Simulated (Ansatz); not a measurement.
# MoS2: the cost of one run

Method: DFT PBE+D3(BJ), scalar-relativistic, plane waves, PAW, in Ansatz 0.2.0.

3 further runs of the same task are left out: 1 that didn't finish, 2 set aside as unsound or not needed.

## (1) The starting structure

It takes space group P6_3/mmc (No. 194, hexagonal). The conventional cell has a = 3.149 Å, b = 3.149 Å, c = 12.091 Å, α = 90.00°, β = 90.00°, γ = 120.00°. Mo (site symmetry -6m2) has 6 S at 2.40 Å in its first shell of neighbours. S (site symmetry 3m) is surrounded by 3 Mo at 2.40 Å.

As a file:

```
Mo S
1.0
     3.14935    0.00000    0.00000
    -1.57468    2.72742    0.00000
     0.00000    0.00000   12.09075
Mo S
2 4
Direct
  0.33333 0.66667 0.25000
  0.66667 0.33333 0.75000
  0.33333 0.66667 0.62049
  0.66667 0.33333 0.12049
  0.33333 0.66667 0.87951
  0.66667 0.33333 0.37951
```

This cell was relaxed beforehand with the same method: volume 17.31 Å³/atom, gap on the mesh 0.78 eV.

## (2) The slab

Miller indices refer to the conventional cell of the relaxed bulk, P6_3/mmc (No. 194): a = 3.149 Å, b = 3.149 Å, c = 12.091 Å, α = 90.00°, β = 90.00°, γ = 120.00°.

A (001) slab, 15.2 Å thick as cut, with 17 Å of vacuum; its outer planes are S (top) and S (bottom).

The slab as cut. Layers, bottom to top:

```csv
plane,atoms per cell,height over the lowest (Å)
1,S,0.00
2,Mo,1.57
3,S,3.13
4,S,6.05
5,Mo,7.61
6,S,9.18
7,S,12.09
8,Mo,13.66
9,S,15.22
```

## (3) The clean surface, relaxed

Contents of input.yaml:

```yaml
crystal:
  lattice:
    - [3.1493511224, 0.0, 0.0]
    - [-1.5746755612, 2.7274180774, 0.0]
    - [0.0, 0.0, 32.2224872127]
  atoms:
    - { symbol: S, position: [0.6666666667, 0.3333333333, 0.2637909341] }
    - { symbol: Mo, position: [0.3333333333, 0.6666666667, 0.3123863963] }
    - { symbol: S, position: [0.6666666667, 0.3333333333, 0.3609818586] }
    - { symbol: S, position: [0.3333333333, 0.6666666667, 0.4514045378] }
    - { symbol: Mo, position: [0.6666666667, 0.3333333333, 0.5] }
    - { symbol: S, position: [0.3333333333, 0.6666666667, 0.5485954622] }
    - { symbol: S, position: [0.6666666667, 0.3333333333, 0.6390181414] }
    - { symbol: Mo, position: [0.3333333333, 0.6666666667, 0.6876136037] }
    - { symbol: S, position: [0.6666666667, 0.3333333333, 0.7362090659] }
basis:
  ecutwfc: 420
kpoints:
  mp_grid: { grid: [9, 9, 1] }
hamiltonian:
  xc: pbe
  dispersion: d3bj
scf:
  occupations: { method: gaussian, width: 0.05 }
output:
  forces: true
  eigenvalues: true
  write_density: true
  write_potential: true
  elf: true
  volumetric_format: npy
relax:
  adjacent_minimum: "off"
  f_tol: 0.03
  max_steps: 70
  constraints: [{ sites: [0, 1, 2, 3] }]
efield:
  axis: 3
  dipole_correction: true
  ramp_width: 0.04
```

Launch:

```sh
$ ansatz run input.yaml --threads 2 --pin off --max-ram 5120MiB --backend cpu --events-out ev --progress --plain --runs-dir out
```

**Question.** How long does this run take on 2 threads of Intel Xeon 6975P-C (Granite Rapids), shared host, and how much memory does it need?

About 11 s, with a peak of 0.61 GiB.
